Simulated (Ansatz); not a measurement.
Crystal: Ge2Sb2Te5.

```xyz
9
Lattice="4.2941 0.0000 0.0000 -2.1470 3.7188 0.0000 0.0000 0.0000 17.1013" Properties=species:S:1:pos:R:3 pbc="T T T"
Te    2.1470    1.2396    7.1807
Te    0.0000    2.4792    9.9206
Te    0.0000    2.4792    3.4466
Te    2.1470    1.2396   13.6547
Te    0.0000    0.0000    0.0000
Sb    0.0000    0.0000    5.4736
Sb    0.0000    0.0000   11.6278
Ge    2.1470    1.2396    1.7596
Ge    0.0000    2.4792   15.3417
```

The cell comes from a database or a generator and needn't be the stable form of this composition.

| Item | Value |
| --- | --- |
| Program | Ansatz 0.2.0 |
| Task | relaxation of cell and atoms |
| Functional | RPBE |
| Dispersion | D3(BJ) |
| Potentials or basis | Ansatz PAW |
| Cutoff | 420 eV (not typed: the program's choice for these potentials) |
| k mesh | 7 × 7 × 2 |
| Occupations | fermi-dirac, width 0.05 eV |
| Spin | no spin polarisation |

At the start: volume 30.34 Å³/atom.

Q: Where does the relaxation end?

A: It ends after 25 steps and the volume is 19.73 Å³/atom (-35.0 %); space group P-3m1 (No. 164, to 0.05 Å).

The path:
| step | energy change (eV) | largest force (eV/Å) | volume (Å³) |
| --- | --- | --- | --- |
| 1 | 0.0000 | 0.8023 | 273.09 |
| 2 | -2.1811 | 0.8105 | 235.46 |
| 3 | -2.9458 | 1.0337 | 202.14 |
| 4 | -3.1338 | 0.6703 | 203.71 |
| 5 | -3.2185 | 0.1666 | 209.49 |
| 6 | -3.3148 | 0.2465 | 205.33 |
| 7 | -3.3630 | 0.3366 | 194.31 |
| 8 | -3.5430 | 0.1412 | 187.98 |
| 9 | -3.6931 | 0.4163 | 180.39 |
| 10 | -3.7427 | 0.8167 | 184.07 |
| 11 | -3.8389 | 0.6013 | 177.68 |
| 12 | -3.9939 | 0.1260 | 177.37 |
| 13 | -3.9990 | 0.0724 | 177.43 |
| 14 | -3.9999 | 0.0283 | 177.44 |
| 15 | -4.0005 | 0.0158 | 177.45 |
| 16 | -4.0007 | 0.0067 | 177.64 |
| 17 | -4.0007 | 0.0054 | 177.69 |
| 18 | -4.0007 | 0.0005 | 177.64 |
| 19 | -4.0223 | 0.0016 | 177.64 |
| 20 | -4.0296 | 0.0484 | 177.25 |
| 21 | -4.0300 | 0.0329 | 177.48 |
| 22 | -4.0314 | 0.0170 | 177.74 |
| 23 | -4.0316 | 0.0060 | 177.48 |
| 24 | -4.0316 | 0.0007 | 177.58 |
| 25 | -4.0315 | 0.0007 | 177.58 |

Final structure:
```xyz
9
Lattice="3.1627 0.0000 0.0000 -1.5814 2.7390 0.0000 0.0000 0.0000 20.4997" Properties=species:S:1:pos:R:3 pbc="T T T"
Te    1.5814    0.9130    9.0442
Te    0.0000    1.8260   11.4555
Te    0.0000    1.8260    4.2845
Te    1.5814    0.9130   16.2152
Te    0.0000    0.0000    0.0000
Sb    0.0000    0.0000    6.6812
Sb    0.0000    0.0000   13.8185
Ge    1.5814    0.9130    2.1571
Ge    0.0000    1.8260   18.3426
```

Caveat: the volume moved by over 15 % at a fixed basis, so the end points are rough; the plane-wave basis is chosen anew once the cell has moved, so the energies of steps on either side of that aren't comparable; pairwise dispersion overbinds metals, which lowers pressure and volume; the PAW data sets come from PBE, with cores solved anew for the run's functional, which leaves a small shift of forces and pressure.
